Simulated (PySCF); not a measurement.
# C3H8BFS: the cost of one run

The runs use PySCF 2.14.0, with density-fitted response routines of our own; the level of theory stands in each step. All values are computed, except where a source is named. Atoms are numbered from 0 throughout.

### 1 The starting structure

14 atoms, charge 0, multiplicity 1; geometry from: GFN2-xTB. The atoms were then displaced at random by about 0.01 Å, so the start is not that level's minimum.

Bonds of the start (Å): F0–C1 1.36, C1–S2 1.84, S2–B3 2.04, B3–C4 1.63, C4–C5 1.52, C5–S2 1.83, C1–H6 1.09, C1–H7 1.10, B3–H8 1.18, B3–H9 1.19, C4–H10 1.09, C4–H11 1.11, C5–H12 1.08, C5–H13 1.09.

### 2 Relaxing the molecule at PBE0-D3(BJ)/def2-SVP

What the job is given:

```
{"job": {"xc": "PBE0", "basis": "def2-SVP", "d3": "d3bj", "grid": 1, "shake": 0.01, "kind": "geom"}, "charge": 0, "multiplicity": 1}
F      2.600140     1.041730     0.296220
C      1.835010    -0.052030     0.534250
S      0.747410    -0.431440    -0.901660
B     -0.794800    -1.247980     0.155990
C     -1.363740     0.263290     0.381970
C     -0.485070     0.906090    -0.678270
H      1.242240     0.132960     1.424090
H      2.539880    -0.881770     0.672480
H     -0.357780    -1.840130     1.081550
H     -1.404370    -1.886880    -0.639830
H     -2.426520     0.448920     0.212990
H     -1.133530     0.687540     1.382860
H     -0.008160     1.848030    -0.443520
H     -0.997850     0.996610    -1.631230
```

Run with:

```sh
> OMP_NUM_THREADS=1 python probes_run.py task.json out
```

The driver reads the jobs from task.json and runs them one after another.

Q: Estimate the wall time and peak memory of this first job on 1 thread of Arm Neoverse N1, shared host.

About 73 s, with a peak of 0.51 GiB.
